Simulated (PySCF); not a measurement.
# C3H7NOSi: electronic excitations at several levels of theory

Aim: compute the electronic excitations of C3H7NOSi (`C=NC(=C)O[SiH3]`) at several levels, and see how far they spread and what each costs.

Computed with PySCF 2.14.0, with density-fitted response routines of our own, on a single molecule in the gas phase. Atoms count from 0, in the outputs and in this text.

## 1. Starting geometry

13 atoms, charge 0, multiplicity 1; geometry from: GFN2-xTB. The atoms were then displaced at random by about 0.01 Å, so the start is not that level's minimum.

Bonds of the start (Å): C0–N1 1.25, N1–C2 1.39, C2–C3 1.30, C2–O4 1.36, O4–Si5 1.64, C0–H6 1.10, C0–H7 1.06, C3–H8 1.05, C3–H9 1.11, Si5–H10 1.44, Si5–H11 1.47, Si5–H12 1.45.

## 2. Geometry optimisation at PBE0-D3(BJ)/def2-SVP

The job: settings as JSON, then the geometry in Å.

```
{"job": {"xc": "PBE0", "basis": "def2-SVP", "d3": "d3bj", "grid": 1, "shake": 0.01, "kind": "geom"}, "charge": 0, "multiplicity": 1}
C     -1.620940    -1.060920     0.772460
N     -0.590370    -0.364040     0.707820
C     -0.299920     0.500570    -0.342540
C     -1.124910     1.324210    -0.920160
O      1.019920     0.523770    -0.658760
Si     2.218450    -0.257340     0.135700
H     -2.396730    -1.059950    -0.010560
H     -1.790420    -1.638260     1.640810
H     -0.835860     2.046430    -1.625550
H     -2.198580     1.310240    -0.631570
H      3.324000     0.191070    -0.677520
H      2.026470    -1.709390     0.078120
H      2.274710     0.176710     1.521420
```

Launch:

```bash
$ OMP_NUM_THREADS=1 python probes_run.py task.json out
```

The driver reads the jobs from task.json and runs them one after another.

Log:

```text
step   0  E = -537.28709202  max force = 0.066040
step   1  E = -537.29701205  max force = 0.009352
step   2  E = -537.29799595  max force = 0.005187
step   3  E = -537.29813288  max force = 0.002440
step   4  E = -537.29823601  max force = 0.001047
step   5  E = -537.29824149  max force = 0.001007
step   6  E = -537.29825607  max force = 0.000580
step   7  E = -537.29826275  max force = 0.000698
step   8  E = -537.29826742  max force = 0.000345
optimisation converged
```

Run time: 86 s. Hardware: 1 thread of Arm Neoverse N1, shared host; peak memory 0.52 GiB.

Step by step:

```
step  energy from step 0 (eV)  largest force component (eV/Å)
   0                   0.0000                          3.3959
   1                  -0.2699                          0.4809
   2                  -0.2967                          0.2667
   3                  -0.3004                          0.1255
   4                  -0.3032                          0.0538
   5                  -0.3034                          0.0518
   6                  -0.3038                          0.0298
   7                  -0.3040                          0.0359
   8                  -0.3041                          0.0177
```

Distances of close pairs at the start and the end, largest changes first:

```
   bond  before (Å)  after (Å)  change (Å)
 O4–Si5       1.636      1.697      +0.061
Si5–H10       1.444      1.489      +0.045
  C0–H7       1.056      1.098      +0.042
  C2–C3       1.301      1.342      +0.041
  C3–H8       1.050      1.090      +0.040
Si5–H12       1.453      1.489      +0.036
Si5–H11       1.466      1.490      +0.025
  C3–H9       1.112      1.089      -0.023
```

The final coordinates are the input of the step that follows.

```
                         at the end point                value
  point group (found at 0.08 Å tolerance)                   C1
rotational constants (GHz, main isotopes)  4.954, 2.149, 1.552
                        dipole moment (D)                 2.17
```

## 3. TDDFT and polarisability: PBE0/def2-SVP

The job: settings as JSON, then the geometry in Å.

```
{"job": {"kind": "uv", "xc": "PBE0", "basis": "def2-SVP"}, "charge": 0, "multiplicity": 1}
C     -1.653871    -1.194936     0.682859
N     -0.565910    -0.560018     0.556238
C     -0.346970     0.331578    -0.499058
C     -1.245916     1.197661    -0.991875
O      0.925677     0.290776    -0.932509
Si     2.135613    -0.545779    -0.085632
H     -2.484668    -1.116943    -0.041751
H     -1.788534    -1.857140     1.548345
H     -0.948768     1.906616    -1.764149
H     -2.261688     1.228805    -0.599592
H      3.348199    -0.274272    -0.905902
H      1.889223    -2.015173    -0.050530
H      2.326926    -0.005467     1.288997
```

With the program's defaults for keys left out, this is: TDDFT PBE0/def2-SVP, vertical, gas phase, core orbitals frozen in the response.

Log:

```text
coarse grid: 11376 points
cycle   1  E = -537.1299383181  dE =  6.625e-01  |g| = 6.389e-01  |ddm| = 3.674e+00
cycle   2  E = -537.0219042265  dE =  1.080e-01  |g| = 9.687e-01  |ddm| = 1.457e+00
cycle   3  E = -537.2136486425  dE = -1.917e-01  |g| = 8.397e-02  |ddm| = 9.480e-01
cycle   4  E = -537.2146912901  dE = -1.043e-03  |g| = 4.891e-02  |ddm| = 1.144e-01
cycle   5  E = -537.2152290061  dE = -5.377e-04  |g| = 1.554e-02  |ddm| = 5.682e-02
cycle   6  E = -537.2152926070  dE = -6.360e-05  |g| = 3.630e-03  |ddm| = 1.847e-02
cycle   7  E = -537.2152950439  dE = -2.437e-06  |g| = 1.393e-03  |ddm| = 3.715e-03
final grid: 105360 points
cycle   8  E = -537.2887614539  dE = -9.663e-06  |g| = 9.416e-03  |ddm| = 2.089e-02
cycle   9  E = -537.2887289432  dE =  3.251e-05  |g| = 1.583e-02  |ddm| = 2.032e-02
cycle  10  E = -537.2887798084  dE = -5.087e-05  |g| = 1.216e-03  |ddm| = 1.304e-02
cycle  11  E = -537.2887801722  dE = -3.638e-07  |g| = 2.687e-04  |ddm| = 1.162e-03
cycle  12  E = -537.2887801864  dE = -1.420e-08  |g| = 9.510e-05  |ddm| = 3.079e-04
cycle  13  E = -537.2887801883  dE = -1.901e-09  |g| = 3.253e-05  |ddm| = 1.114e-04
cycle  14  E = -537.2887801885  dE = -2.265e-10  |g| = 1.236e-05  |ddm| = 3.839e-05
converged SCF energy = -537.2887801885

Static polarisability (au): isotropic 67.749, principal 44.413 77.325 81.507

Singlet excitations
state   eV       nm        f      main configurations
  1   4.2200    293.8   0.07286   H->L 0.86, H-1->L 0.10
  2   4.8991    253.1   0.01511   H-1->L 0.87, H->L 0.10
  3   6.5229    190.1   0.00500   H->L+1 0.97
  4   6.7384    184.0   0.00759   H-2->L 0.92
  5   6.9281    179.0   0.03070   H-3->L 0.89
  6   7.3582    168.5   0.25639   H->L+2 0.66, H-4->L 0.19
  7   7.5943    163.3   0.08384   H-4->L 0.44, H-5->L 0.24, H->L+2 0.19
  8   7.6782    161.5   0.02184   H->L+3 0.84, H-5->L 0.10
  9   7.8836    157.3   0.01535   H->L+4 0.94
 10   7.9873    155.2   0.01587   H-1->L+1 0.77, H-1->L+2 0.14

Triplet excitations (Tamm-Dancoff, eV): 2.9016 4.1149 5.0372 5.7512
```

Wall time 25 s (1 thread of Arm Neoverse N1, shared host); peak memory 0.64 GiB.

The orbitals next to the gap, with their largest atomic shares:

```
orbital     eV                        atoms
 HOMO−3  -9.36  Si5 24 %, H12 21 %, O4 14 %
 HOMO−2  -9.31  O4 28 %, Si5 26 %, H10 21 %
 HOMO−1  -8.12      N1 52 %, O4 8 %, H6 7 %
   HOMO  -6.59    C3 48 %, C2 17 %, O4 16 %
   LUMO  -1.43    C0 46 %, N1 26 %, C3 14 %
 LUMO+1   1.08             Si5 78 %, O4 8 %
 LUMO+2   1.56   C2 32 %, C3 21 %, Si5 14 %
```

With each of the 10 states as a Gaussian band of 0.4 eV half-width at 1/e, the curve within the window shown has maxima at 294 nm (ε 3,000), 168 nm (ε 14,000) L/(mol cm). Beyond the last state computed it falls off for lack of states. The curve at chosen wavelengths:

(nm, ε (L/mol/cm)): (150, 893), (158, 6119), (165, 13277), (173, 10911), (181, 3993), (188, 1446), (196, 434), (204, 100), (211, 22), (219, 17), (227, 79), (234, 218), (242, 453), (250, 684), (258, 912), (265, 1221), (273, 1789), (281, 2451), (288, 2872), (296, 2965), (304, 2636), (311, 2133), (319, 1504), (327, 960), (334, 605), (342, 334)

Further results of this job:

```
           property  computed
  dipole moment (D)      2.17
polarisability (Å³)     10.04
 HOMO–LUMO gap (eV)      5.16
      −ε(HOMO) (eV)      6.59
```

## 4. TDDFT and polarisability: PBE0/def2-TZVP

Settings changed since step 3:

```diff
@@ -1,2 +1,2 @@
-{"job": {"kind": "uv", "xc": "PBE0", "basis": "def2-SVP"}, "charge": 0, "multiplicity": 1}
+{"job": {"kind": "uv", "xc": "PBE0", "basis": "def2-TZVP"}, "charge": 0, "multiplicity": 1}
 C     -1.653871    -1.194936     0.682859
```

With the program's defaults for keys left out, this is: TDDFT PBE0/def2-TZVP, vertical, gas phase, core orbitals frozen in the response.

Log:

```text
coarse grid: 11376 points
cycle   1  E = -537.5904114475  dE =  6.861e-01  |g| = 6.837e-01  |ddm| = 2.695e+00
cycle   2  E = -537.4638044027  dE =  1.266e-01  |g| = 1.059e+00  |ddm| = 1.096e+00
cycle   3  E = -537.6776144634  dE = -2.138e-01  |g| = 1.084e-01  |ddm| = 7.478e-01
cycle   4  E = -537.6792890249  dE = -1.675e-03  |g| = 5.961e-02  |ddm| = 9.620e-02
cycle   5  E = -537.6800457222  dE = -7.567e-04  |g| = 1.906e-02  |ddm| = 4.939e-02
cycle   6  E = -537.6801364499  dE = -9.073e-05  |g| = 4.855e-03  |ddm| = 1.693e-02
cycle   7  E = -537.6801405429  dE = -4.093e-06  |g| = 1.815e-03  |ddm| = 3.680e-03
final grid: 105360 points
cycle   8  E = -537.6706426843  dE = -3.451e-05  |g| = 1.015e-02  |ddm| = 5.176e-02
cycle   9  E = -537.6706057820  dE =  3.690e-05  |g| = 1.710e-02  |ddm| = 1.593e-02
cycle  10  E = -537.6706617886  dE = -5.601e-05  |g| = 1.466e-03  |ddm| = 9.987e-03
cycle  11  E = -537.6706622396  dE = -4.510e-07  |g| = 3.974e-04  |ddm| = 9.738e-04
cycle  12  E = -537.6706622651  dE = -2.546e-08  |g| = 2.019e-04  |ddm| = 3.417e-04
cycle  13  E = -537.6706622740  dE = -8.916e-09  |g| = 3.597e-05  |ddm| = 1.698e-04
cycle  14  E = -537.6706622742  dE = -2.667e-10  |g| = 1.458e-05  |ddm| = 3.100e-05
converged SCF energy = -537.6706622742

Static polarisability (au): isotropic 75.640, principal 53.198 84.326 89.397

Singlet excitations
state   eV       nm        f      main configurations
  1   4.1226    300.7   0.07279   H->L 0.89
  2   4.8472    255.8   0.01199   H-1->L 0.89
  3   6.0731    204.2   0.00369   H->L+1 0.98
  4   6.7026    185.0   0.01325   H-2->L 0.60, H-3->L 0.32
  5   6.8229    181.7   0.02792   H-3->L 0.59, H-2->L 0.27
  6   7.0256    176.5   0.23989   H->L+2 0.80
  7   7.2558    170.9   0.01693   H->L+3 0.75, H->L+4 0.09
  8   7.4553    166.3   0.07492   H-4->L 0.52, H-5->L 0.22
  9   7.5086    165.1   0.03167   H->L+4 0.77, H->L+3 0.09
 10   7.5562    164.1   0.01788   H-1->L+1 0.84

Triplet excitations (Tamm-Dancoff, eV): 2.8973 4.1083 4.9898 5.6429
```

It took 65 s on 1 thread of Arm Neoverse N1, shared host; peak memory 0.91 GiB.

In short: HOMO -6.65 eV, LUMO -1.56 eV; lowest singlet 4.12 eV.

## 5. Ultraviolet spectrum: PBE0/aug-cc-pVDZ

Settings changed since step 4:

```diff
@@ -1,2 +1,2 @@
-{"job": {"kind": "uv", "xc": "PBE0", "basis": "def2-TZVP"}, "charge": 0, "multiplicity": 1}
+{"job": {"kind": "uv", "xc": "PBE0", "basis": "aug-cc-pVDZ"}, "charge": 0, "multiplicity": 1}
 C     -1.653871    -1.194936     0.682859
```

Level: TDDFT PBE0/aug-cc-pVDZ, vertical, gas phase, core orbitals frozen in the response.

Log:

```text
coarse grid: 11376 points
cycle   1  E = -537.4916524127  dE =  7.346e-01  |g| = 6.398e-01  |ddm| = 9.264e+00
cycle   2  E = -537.3700853572  dE =  1.216e-01  |g| = 1.003e+00  |ddm| = 2.700e+00
cycle   3  E = -537.5746880960  dE = -2.046e-01  |g| = 1.003e-01  |ddm| = 1.641e+00
cycle   4  E = -537.5762955621  dE = -1.607e-03  |g| = 5.410e-02  |ddm| = 2.545e-01
cycle   5  E = -537.5769595733  dE = -6.640e-04  |g| = 1.693e-02  |ddm| = 1.073e-01
cycle   6  E = -537.5770354608  dE = -7.589e-05  |g| = 4.139e-03  |ddm| = 3.150e-02
cycle   7  E = -537.5770384562  dE = -2.995e-06  |g| = 1.692e-03  |ddm| = 7.274e-03
final grid: 105360 points
cycle   8  E = -537.5894068582  dE = -1.637e-05  |g| = 9.470e-03  |ddm| = 1.723e-01
cycle   9  E = -537.5893717315  dE =  3.513e-05  |g| = 1.621e-02  |ddm| = 4.240e-02
cycle  10  E = -537.5894258333  dE = -5.410e-05  |g| = 1.415e-03  |ddm| = 2.248e-02
cycle  11  E = -537.5894263073  dE = -4.740e-07  |g| = 3.136e-04  |ddm| = 3.014e-03
cycle  12  E = -537.5894263249  dE = -1.758e-08  |g| = 1.458e-04  |ddm| = 6.459e-04
cycle  13  E = -537.5894263297  dE = -4.823e-09  |g| = 3.420e-05  |ddm| = 3.103e-04
cycle  14  E = -537.5894263300  dE = -2.649e-10  |g| = 1.212e-05  |ddm| = 8.853e-05
converged SCF energy = -537.5894263300

Static polarisability (au): isotropic 80.577, principal 58.827 88.293 94.611

Singlet excitations
state   eV       nm        f      main configurations
  1   4.0640    305.1   0.07281   H->L 0.91
  2   4.8067    257.9   0.00949   H-1->L 0.91
  3   5.5956    221.6   0.01227   H->L+1 0.83, H->L+2 0.14
  4   5.9022    210.1   0.00909   H->L+2 0.74, H->L+1 0.13
  5   6.1748    200.8   0.02018   H->L+3 0.75, H->L+4 0.12, H->L+2 0.10
  6   6.3137    196.4   0.01772   H->L+4 0.78, H->L+3 0.13
  7   6.4897    191.0   0.09346   H->L+5 0.86
  8   6.6799    185.6   0.00961   H-3->L 0.90
  9   6.7580    183.5   0.01846   H-2->L 0.52, H->L+6 0.43
 10   6.7921    182.5   0.02014   H->L+7 0.38, H-2->L 0.24, H->L+6 0.21

Triplet excitations (Tamm-Dancoff, eV): 2.8802 4.0896 4.9645 5.4973
```

Wall time 56 s (1 thread of Arm Neoverse N1, shared host); peak memory 0.86 GiB.

Key values: HOMO -6.63 eV, LUMO -1.60 eV; lowest singlet 4.06 eV.

## 6. TDDFT and polarisability: PBE0/def2-TZVPD

Settings changed since step 5:

```diff
@@ -1,2 +1,2 @@
-{"job": {"kind": "uv", "xc": "PBE0", "basis": "aug-cc-pVDZ"}, "charge": 0, "multiplicity": 1}
+{"job": {"kind": "uv", "xc": "PBE0", "basis": "def2-TZVPD"}, "charge": 0, "multiplicity": 1}
 C     -1.653871    -1.194936     0.682859
```

With the program's defaults for keys left out, this is: TDDFT PBE0/def2-TZVPD, vertical, gas phase, core orbitals frozen in the response.

Log:

```text
coarse grid: 11376 points
cycle   1  E = -537.5916986893  dE =  6.860e-01  |g| = 6.830e-01  |ddm| = 3.296e+00
cycle   2  E = -537.4620827767  dE =  1.296e-01  |g| = 1.065e+00  |ddm| = 1.582e+00
cycle   3  E = -537.6786595295  dE = -2.166e-01  |g| = 1.110e-01  |ddm| = 8.346e-01
cycle   4  E = -537.6804120015  dE = -1.752e-03  |g| = 6.104e-02  |ddm| = 1.250e-01
cycle   5  E = -537.6812099965  dE = -7.980e-04  |g| = 1.922e-02  |ddm| = 5.769e-02
cycle   6  E = -537.6813021161  dE = -9.212e-05  |g| = 5.014e-03  |ddm| = 2.047e-02
cycle   7  E = -537.6813064875  dE = -4.371e-06  |g| = 1.851e-03  |ddm| = 5.099e-03
final grid: 105360 points
cycle   8  E = -537.6718268258  dE = -3.831e-05  |g| = 1.018e-02  |ddm| = 1.855e-01
cycle   9  E = -537.6717892159  dE =  3.761e-05  |g| = 1.722e-02  |ddm| = 2.189e-02
cycle  10  E = -537.6718460894  dE = -5.687e-05  |g| = 1.464e-03  |ddm| = 1.318e-02
cycle  11  E = -537.6718465371  dE = -4.477e-07  |g| = 4.042e-04  |ddm| = 1.312e-03
cycle  12  E = -537.6718465632  dE = -2.606e-08  |g| = 2.100e-04  |ddm| = 5.375e-04
cycle  13  E = -537.6718465728  dE = -9.653e-09  |g| = 3.732e-05  |ddm| = 2.128e-04
cycle  14  E = -537.6718465731  dE = -2.883e-10  |g| = 1.452e-05  |ddm| = 5.214e-05
converged SCF energy = -537.6718465731

Static polarisability (au): isotropic 79.953, principal 58.163 87.928 93.769

Singlet excitations
state   eV       nm        f      main configurations
  1   4.0885    303.3   0.07179   H->L 0.90
  2   4.8245    257.0   0.01100   H-1->L 0.90
  3   5.7771    214.6   0.00640   H->L+1 0.98
  4   6.1233    202.5   0.01736   H->L+2 0.91
  5   6.5103    190.4   0.01841   H->L+3 0.85
  6   6.6730    185.8   0.02605   H-2->L 0.50, H-3->L 0.36
  7   6.7368    184.0   0.05980   H->L+4 0.56, H-3->L 0.16, H->L+5 0.15
  8   6.7918    182.5   0.03619   H->L+5 0.57, H-3->L 0.25, H-2->L 0.10
  9   6.8350    181.4   0.12798   H-2->L 0.33, H->L+4 0.25, H->L+5 0.20
 10   7.1594    173.2   0.00948   H->L+6 0.94

Triplet excitations (Tamm-Dancoff, eV): 2.8873 4.0951 4.9657 5.5821
```

Run time: 95 s. Hardware: 1 thread of Arm Neoverse N1, shared host; peak memory 1.1 GiB.

In short: HOMO -6.67 eV, LUMO -1.61 eV; lowest singlet 4.09 eV.

## 7. Ultraviolet spectrum: PBE0/6-31+G*

Settings changed since step 6:

```diff
@@ -1,2 +1,2 @@
-{"job": {"kind": "uv", "xc": "PBE0", "basis": "def2-TZVPD"}, "charge": 0, "multiplicity": 1}
+{"job": {"kind": "uv", "xc": "PBE0", "basis": "6-31+G*"}, "charge": 0, "multiplicity": 1}
 C     -1.653871    -1.194936     0.682859
```

With the program's defaults for keys left out, this is: TDDFT PBE0/6-31+G*, vertical, gas phase, core orbitals frozen in the response.

Log:

```text
coarse grid: 11376 points
cycle   1  E = -537.5221483849  dE =  7.147e-01  |g| = 6.290e-01  |ddm| = 4.410e+00
cycle   2  E = -537.4102138919  dE =  1.119e-01  |g| = 9.720e-01  |ddm| = 5.212e+00
cycle   3  E = -537.6041693140  dE = -1.940e-01  |g| = 9.460e-02  |ddm| = 4.115e+00
cycle   4  E = -537.6055795936  dE = -1.410e-03  |g| = 5.151e-02  |ddm| = 1.730e-01
cycle   5  E = -537.6061804315  dE = -6.008e-04  |g| = 1.655e-02  |ddm| = 9.234e-02
cycle   6  E = -537.6062531604  dE = -7.273e-05  |g| = 3.762e-03  |ddm| = 3.361e-02
cycle   7  E = -537.6062556694  dE = -2.509e-06  |g| = 1.545e-03  |ddm| = 5.687e-03
final grid: 105360 points
cycle   8  E = -537.5467701682  dE = -1.119e-05  |g| = 9.388e-03  |ddm| = 6.794e-02
cycle   9  E = -537.5467369788  dE =  3.319e-05  |g| = 1.585e-02  |ddm| = 3.619e-02
cycle  10  E = -537.5467891157  dE = -5.214e-05  |g| = 1.383e-03  |ddm| = 2.402e-02
cycle  11  E = -537.5467895825  dE = -4.668e-07  |g| = 2.630e-04  |ddm| = 1.720e-03
cycle  12  E = -537.5467895942  dE = -1.170e-08  |g| = 1.311e-04  |ddm| = 6.064e-04
cycle  13  E = -537.5467895981  dE = -3.847e-09  |g| = 2.884e-05  |ddm| = 2.161e-04
cycle  14  E = -537.5467895982  dE = -1.692e-10  |g| = 1.308e-05  |ddm| = 5.928e-05
converged SCF energy = -537.5467895982

Static polarisability (au): isotropic 73.500, principal 52.158 82.149 86.191

Singlet excitations
state   eV       nm        f      main configurations
  1   4.1020    302.3   0.07796   H->L 0.91
  2   4.8651    254.8   0.00950   H-1->L 0.91
  3   5.7573    215.4   0.00795   H->L+1 0.97
  4   6.1188    202.6   0.01964   H->L+2 0.88
  5   6.4045    193.6   0.03326   H->L+3 0.82
  6   6.6579    186.2   0.03303   H->L+4 0.73, H->L+5 0.12, H->L+3 0.09
  7   6.7073    184.8   0.06686   H-2->L 0.57, H->L+5 0.34
  8   6.7866    182.7   0.07490   H->L+5 0.46, H-2->L 0.33, H->L+4 0.11
  9   6.8746    180.4   0.03373   H-3->L 0.90
 10   7.1883    172.5   0.06491   H->L+6 0.61, H->L+8 0.19, H->L+7 0.12

Triplet excitations (Tamm-Dancoff, eV): 2.8760 4.1486 4.9811 5.5892
```

It took 27 s on 1 thread of Arm Neoverse N1, shared host; peak memory 0.68 GiB.

Key values: HOMO -6.62 eV, LUMO -1.57 eV; lowest singlet 4.10 eV.

## 8. Comparing the runs: electronic excitations

Excitations and ground-state properties, with basis size and wall time:

```
             run  lowest singlet (eV)  brightest (eV)      f  gap (eV)  α (Å³)  μ (D)  functions  time
   PBE0/def2-SVP                 4.22            7.36  0.256      5.16   10.04   2.17        123  25 s
  PBE0/def2-TZVP                 4.12            7.03  0.240      5.09   11.21   2.13        234  65 s
PBE0/aug-cc-pVDZ                 4.06            6.49  0.093      5.03   11.94   2.09        205  56 s
 PBE0/def2-TZVPD                 4.09            6.83  0.128      5.06   11.85   2.14        294  95 s
    PBE0/6-31+G*                 4.10            4.10  0.078      5.05   10.89   2.20        126  27 s
```

## 9. Results

```
                                quantity                        value
                             point group                           C1
    rotational constants (main isotopes)         4.95, 2.15, 1.55 GHz
          lowest singlet (PBE0/def2-SVP)  4.22 eV (294 nm), f = 0.073
brightest single state of those computed  state 6, 7.36 eV, f = 0.256
                          lowest triplet                      2.90 eV
             range of the lowest singlet              4.06 to 4.22 eV
```

**Reading.** Single values in the summary come from the first run of each kind that ended normally (PBE0/def2-SVP), which need not be the best level. Over 8 steps the energy fell by 0.304 eV; of the close pairs, O4–Si5 changed most, 1.636 to 1.697 Å. The first singlet state (HOMO→LUMO 0.86, HOMO−1→LUMO 0.10) lies at 4.22 eV and is bright; of the 10 states computed, the strongest absorption comes from state 6 at 7.36 eV. The lowest triplet lies 1.32 eV below the lowest singlet (triplets in Tamm-Dancoff, singlets in full TDDFT). States above −ε(HOMO) lie where TDDFT describes them poorly and they hang on the basis; the brightest is among them. The basis of PBE0/def2-SVP has no diffuse functions, so Rydberg states are missing and the high states are unreliable. The lowest singlet runs from 4.06 eV (PBE0/aug-cc-pVDZ) to 4.22 eV (PBE0/def2-SVP), while the orbital gap spans 5.03 to 5.16 eV. The lowest state need not be the same one in every run. The runs solved for a few states only, so the brightest column depends on that window.
